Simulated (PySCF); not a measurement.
# C4H7Ga: the cost of one run

The runs use PySCF 2.14.0, with density-fitted response routines of our own; the level of theory stands in each step. All values are computed, except where a source is named. Atoms count from 0, in the outputs and in this text.

### 1 Starting geometry

12 atoms, charge 0, multiplicity 1; geometry from: GFN2-xTB. The atoms were then displaced at random by about 0.01 Å, so the start is not that level's minimum.

Bonds of the start (Å): C0–C1 1.48, C1–C2 1.47, C2–C3 1.35, C3–Ga4 1.94, C3–C1 1.57, C0–H5 1.10, C0–H6 1.10, C0–H7 1.09, C1–H8 1.07, C2–H9 1.08, Ga4–H10 1.55, Ga4–H11 1.59.

### 2 Geometry optimisation at PBE0-D3(BJ)/def2-SVP

Job settings and geometry (Å):

```
{"job": {"xc": "PBE0", "basis": "def2-SVP", "d3": "d3bj", "grid": 1, "shake": 0.01, "kind": "geom"}, "charge": 0, "multiplicity": 1}
C     -1.491000     0.761690    -0.504890
C     -0.864820    -0.518930    -0.100180
C     -0.339600    -0.687180     1.265390
C      0.639030    -0.517980     0.347600
Ga     2.474520    -0.178780    -0.164910
H     -1.008920     1.632370    -0.036550
H     -1.447100     0.912950    -1.589230
H     -2.545680     0.809570    -0.221180
H     -1.258930    -1.379940    -0.594710
H     -0.593820    -0.847250     2.300960
H      2.953970    -0.354480    -1.628760
H      3.522040     0.339680     0.917430
```

Run with:

```bash
$ OMP_NUM_THREADS=1 python probes_run.py task.json out
```

One launch serves the whole session: the jobs run in the order shown.

**Question.** How long does this first job take on 1 thread of Arm Neoverse V1, shared host, and how much memory does it need?

About 2.1 min, with a peak of 0.52 GiB.
